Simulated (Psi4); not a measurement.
**MP3/6-311+G(d,p) run of CHBClN (SMILES N#CBCl)**

What is the vertical singlet–triplet gap of CHBClN at MP3/6-311+G**? 

The results are computed with Psi4 1.11.

3 further runs of the same task are left out: 1 that didn't finish, 2 set aside as unsound or not needed.

## (1) The structure to begin with

CHBClN: 5 atoms, total charge 0, spin state singlet. As SMILES, `N#CBCl`. The coordinates come from a PBE0-D4/def2-TZVP relaxation.

Bond lengths: N1–C2 1.152 Å, C2–B3 1.528 Å, B3–Cl4 1.723 Å, B3–H5 1.187 Å. Angles: N1–C2–B3 178.6°, C2–B3–Cl4 119.2°, C2–B3–H5 120.7°, Cl4–B3–H5 120.1°.

## (2) A single-point energy at MP3/6-311+G(d,p)

Input file job.inp:

```
memory 1.6 GB

molecule molecule1 {
  0 1
  N      1.053200    -1.411100     1.218200
  C      0.513400    -0.630900     0.564200
  B     -0.176600     0.429700    -0.293300
  Cl    -1.594500     0.005200    -1.176200
  H      0.254400     1.533500    -0.354200
  symmetry c1
  no_reorient
  no_com
}

set reference rhf
set puream true
set e_convergence 1e-09
set d_convergence 1e-08
set scf_type pk
set num_frozen_docc 8
set mp_type conv

energy("mp3/6-311+G**")
print_variables()
```

Command:

```
$ psi4 -n 1 job.inp job.out
```

job.out:

```text
[...]
  Running in c1 symmetry.
[...]
  Nuclear repulsion =  106.510896882930652
[...]
  Multiplicity = 1
[...]
  Nalpha       = 18
  Nbeta        = 18
[...]
    Number of basis functions: 102
[...]
   @RHF iter   1:  -577.09967678977625   -1.05411e+00   2.98783e-03 ADIIS/DIIS
[...]
   @RHF iter  13:  -577.15258356344066   -3.75167e-12   4.24134e-09 DIIS
[...]
    Orbital Energies [Eh]
    ---------------------
    Doubly Occupied:
       1A   -104.869789     2A    -15.611283     3A    -11.278615
       4A    -10.598427     5A     -8.066386     6A     -8.064321
       7A     -8.063722     8A     -7.723768     9A     -1.248570
      10A     -1.154489    11A     -0.832590    12A     -0.658749
      13A     -0.604437    14A     -0.585014    15A     -0.530999
      16A     -0.493578    17A     -0.491997    18A     -0.482884
[...]
  @RHF Final Energy:  -577.15258356344066
   => Energetics <=
    Nuclear Repulsion Energy =            106.5108968829306519
    One-Electron Energy =               -1004.6077266423595802
    Two-Electron Energy =                 320.9442461959882849
    Total Energy =                       -577.1525835634406576
[...]
 Multipole Moments:
 ------------------------------------------------------------------------------------
     Multipole            Electronic (a.u.)      Nuclear  (a.u.)        Total (a.u.)
 ------------------------------------------------------------------------------------
 L = 1.  Multiply by 2.5417464519 to convert [e a0] to [Debye]
 Dipole X            :         32.3428191          -32.6588138           -0.3159948
 Dipole Y            :         19.5583522          -18.6944936            0.8638585
 Dipole Z            :         18.1946248          -18.7149027           -0.5202778
 Magnitude           :                                                    1.0567844
[...]
	SCS-MP2 Total Energy (a.u.)        :  -577.65439337057887
	SOS-MP2 Total Energy (a.u.)        :  -577.64802981584705
[...]
	SOS-PI-MP2 Total Energy (a.u.)     :  -577.68614106603218
[...]
	MP2 Total Energy (a.u.)            :  -577.66712048004251
[...]
	SCS-MP3 Total Energy (a.u.)        :  -577.65767111060200
[...]
	MP3 Total Energy (a.u.)            :  -577.68023144013478
[...]
```

Wall time 17 s (1 thread of AMD EPYC 7R43 (Zen 3), shared host); peak memory 0.92 GiB.

## (3) The triplet

Input file input.inp:

```
memory 1.6 GB

molecule molecule1 {
  0 3
  N      1.99025955    -2.66659253     2.30206437
  C      0.97018539    -1.19222821     1.06618348
  B     -0.33372563     0.81201532    -0.55425667
  Cl    -3.01316831     0.00982658    -2.22269587
  H      0.48074633     2.89789501    -0.66934099
  units bohr
  symmetry c1
  no_reorient
  no_com
}

set reference uhf
set puream true
set e_convergence 1e-09
set d_convergence 1e-08
set scf_type pk
set num_frozen_docc 8
set maxiter 200
set mp_type conv

energy_value = energy('mp3/6-311+G**')
```

Command:

```
$ psi4 input.inp input.out -n 1
```

input.out:

```text
[...]
  Running in c1 symmetry.
[...]
  Nuclear repulsion =  106.510896853692174
[...]
  Multiplicity = 3
[...]
  Nalpha       = 19
  Nbeta        = 17
[...]
    Number of basis functions: 102
[...]
   @UHF iter   1:  -576.80446110639366   -7.58898e-01   4.48888e-03 DIIS/ADIIS
[...]
   @UHF iter  25:  -576.97079651992476   -7.50333e-12   6.51734e-09 DIIS
[...]
   @S^2 Observed:                2.102044430E+00
[...]
    Orbital Energies [Eh]
    ---------------------
    Alpha Occupied:
       1A   -105.015722     2A    -15.557639     3A    -11.233850
       4A    -10.741115     5A     -8.226426     6A     -8.203034
       7A     -8.202710     8A     -7.635704     9A     -1.292829
      10A     -1.215288    11A     -0.831481    12A     -0.719037
      13A     -0.666829    14A     -0.643649    15A     -0.576478
      16A     -0.537858    17A     -0.502537    18A     -0.462087
      19A     -0.285874
    Alpha Virtual:
      20A      0.032246    21A      0.063758    22A      0.066474
      23A      0.073014    24A      0.111177    25A      0.125939
[...]
  @UHF Final Energy:  -576.97079651992476
   => Energetics <=
    Nuclear Repulsion Energy =            106.5108968536921736
    One-Electron Energy =               -1003.3477050195024276
    Two-Electron Energy =                 319.8660116458854645
    Total Energy =                       -576.9707965199247610
  UHF NO Occupations:
  HONO-2 :   17  A 1.9683764
  HONO-1 :   18  A 1.0000000
[...]
 Multipole Moments:
 ------------------------------------------------------------------------------------
     Multipole            Electronic (a.u.)      Nuclear  (a.u.)        Total (a.u.)
 ------------------------------------------------------------------------------------
 L = 1.  Multiply by 2.5417464519 to convert [e a0] to [Debye]
 Dipole X            :         30.7349058          -32.6588139           -1.9239081
 Dipole Y            :         19.4945592          -18.6944935            0.8000657
 Dipole Z            :         17.0523342          -18.7149027           -1.6625685
 Magnitude           :                                                    2.6656447
[...]
	SCS-MP2 Total Energy (a.u.)        :  -577.44737783683684
	SOS-MP2 Total Energy (a.u.)        :  -577.44017747467194
[...]
	SOS-PI-MP2 Total Energy (a.u.)     :  -577.47628370196014
[...]
	MP2 Total Energy (a.u.)            :  -577.46177856116628
[...]
	SCS-MP3 Total Energy (a.u.)        :  -577.45301227499067
[...]
	MP3 Total Energy (a.u.)            :  -577.48431631378139
[...]
```

It took 40 s on 1 thread of AMD EPYC 7R43 (Zen 3), shared host; peak memory 0.98 GiB.

## (4) Outcome

At MP3/6-311+G**, 8 core orbitals frozen:

```
                                                           quantity          value
                                              singlet: total energy  -577.68023 Eh
                       singlet: HOMO energy (Hartree–Fock orbitals)      -13.14 eV
                       singlet: LUMO energy (Hartree–Fock orbitals)        0.37 eV
                     singlet: HOMO–LUMO gap (Hartree–Fock orbitals)       13.51 eV
               singlet: correlation energy (8 core orbitals frozen)     -527.6 mEh
                                              triplet: total energy  -577.48432 Eh
triplet: HOMO energy (Hartree–Fock orbitals) (highest over α and β)       -7.78 eV
 triplet: LUMO energy (Hartree–Fock orbitals) (lowest over α and β)       -4.01 eV
               triplet: correlation energy (8 core orbitals frozen)     -513.5 mEh
                         triplet: ⟨S²⟩ of the reference determinant          2.102
                   vertical energy of the triplet above the singlet       5.331 eV
```

What this shows: At this shape the triplet lies 5.33 eV (123 kcal/mol) above the singlet. ⟨S²⟩ (triplet) is 2.10 where a pure triplet has 2.00: the reference is spin-contaminated.
